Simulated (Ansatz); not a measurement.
# C2H3F3GeO2: the cost of one run

The runs use Ansatz 0.2.0, Gaussian basis; one geometry, several basis sets.

Levels to be run: PBE0-D4/def2-SVP; ωB97M-V/def2-SVP; PBE0-D4/def2-QZVPP; ωB97M-V/def2-QZVPP; the functionals' def2-TZVPP values are taken from earlier runs.

### Step 1. Structure used throughout

An earlier PBE0-D4 in a triple-zeta def2 set relaxation fixed the geometry.

SMILES `CC(=O)[O][Ge]([F])([F])[F]`, 11 atoms, charge 0, spin multiplicity 1.

Atoms are counted from 1 here; the program's logs count them from 0.

Bond lengths: C1–C2 1.479 Å, C1–H9 1.092 Å, C1–H10 1.086 Å, C1–H11 1.092 Å, C2–O3 1.235 Å, C2–O4 1.307 Å, O4–Ge5 1.854 Å, Ge5–F6 1.703 Å, Ge5–F7 1.703 Å, Ge5–F8 1.712 Å. Angles: C2–C1–H9 109.0°, C2–C1–H10 110.4°, C2–C1–H11 109.1°, H9–C1–H10 110.5°, H9–C1–H11 107.3°, H10–C1–H11 110.5°, C1–C2–O3 125.6°, C1–C2–O4 119.0°, O3–C2–O4 115.4°, C2–O4–Ge5 95.9°, O4–Ge5–F6 117.6°, O4–Ge5–F7 117.7°, O4–Ge5–F8 96.6°, F6–Ge5–F7 116.0°, F6–Ge5–F8 101.6°, F7–Ge5–F8 101.6°.

### Step 2. PBE0-D4 in def2-SVP

in.yaml

```yaml
crystal:
  periodic: [false, false, false]
  atoms:
    - {symbol: C, position_ang: [1.150537, -1.465884, 0.752417]}
    - {symbol: C, position_ang: [0.413688, -0.319812, 0.177359]}
    - {symbol: O, position_ang: [0.922300, 0.724601, -0.242487]}
    - {symbol: O, position_ang: [-0.888968, -0.382726, 0.090195]}
    - {symbol: Ge, position_ang: [-1.109863, 1.292473, -0.673873]}
    - {symbol: F, position_ang: [-0.889307, 2.652807, 0.327011]}
    - {symbol: F, position_ang: [-0.656708, 1.484902, -2.304382]}
    - {symbol: F, position_ang: [-2.816538, 1.229455, -0.797069]}
    - {symbol: H, position_ang: [0.794120, -1.643960, 1.768820]}
    - {symbol: H, position_ang: [2.218521, -1.267399, 0.752971]}
    - {symbol: H, position_ang: [0.927620, -2.361556, 0.169538]}
basis:
  gaussian: {orbitals: def2-SVP}
hamiltonian: {xc: pbe0, dispersion: d4}
output: {orbitals: {seedname: orbitals}}
```

Run with:

```bash
$ ansatz run in.yaml --threads 2 --pin off --events-out ev --progress --plain --max-ram 32768MiB --backend cpu
```

**Question.** How long does this run take on 2 threads of AMD EPYC 7R13, shared host, and how much memory does it need?

About 3.8 s, with a peak of 0.46 GiB.
